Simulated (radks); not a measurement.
**Valence configurations of Nb**

The task here is to estimate one member of a computed series from the others.

Program: radks (a radial shooting solver on a logarithmic mesh, Libxc functionals) version 1. Level of theory: Dirac Kohn-Sham, BLYP, spin-unpolarised, spherical densities, finite nucleus; open shells are shared between the two j in proportion to 2j + 1. These are calculated values, not measurements, unless marked.

## Starting point

| Item | Value |
| --- | --- |
| element | niobium (Z = 41) |
| charge | 0 |
| electrons | 41 |
| configuration | [Kr] 4d4 5s1 |
| nuclear rms radius | 4.324 fm |
| others tried | 4d3 5s1 5p1; 4d3 5s2; 4d2 5s1 5p2; 4d4 5p1; 4d5; 4d3.5 5s1.5; 4d2.5 5s1 5p1.5; 4d3.5 5s1 5p0.5; 4d2 5s2 5p1 |

Outer shells as boxes (Hund's rule):

Nb
```
[Kr] core
4d [↑ ][↑ ][↑ ][↑ ][  ]
5s [↑ ]
```

The first run:

Settings of this run:

```text
Z 41
configuration [Kr] 4d4 5s1
relativity Dirac
functional b88,lyp
spin unpolarised
j_filling average
nucleus finite rms 4.324 fm
c 137.035999084
```

Steps of the session up to this table: [Kr] 4d4 5s1.

One table of the session follows, with a row left open; its other results are not shown here.

It belongs to the step «[Kr] 4d4 5s1». From the orbitals of this run (lengths in bohr):

```
level     <r>  outermost maximum (interpolated)  90 % within  nodes
3d3/2       ?                                 ?            ?      ?
3d5/2  0.4346                             0.335        0.697      0
4s1/2   1.158                              1.03         1.69      3
4p1/2   1.281                              1.11         1.91      2
4p3/2   1.313                              1.13         1.96      2
5s1/2   3.728                              3.07         5.62      4
4d3/2   2.207                              1.49         3.72      1
4d5/2   2.243                              1.51         3.79      1
```

Estimate the missing values for 3d3/2.

**Answer.** <r>: 0.4311; outermost maximum (interpolated): 0.333; 90 % within: 0.692; nodes: 0. In the column «<r>» it is the lowest.
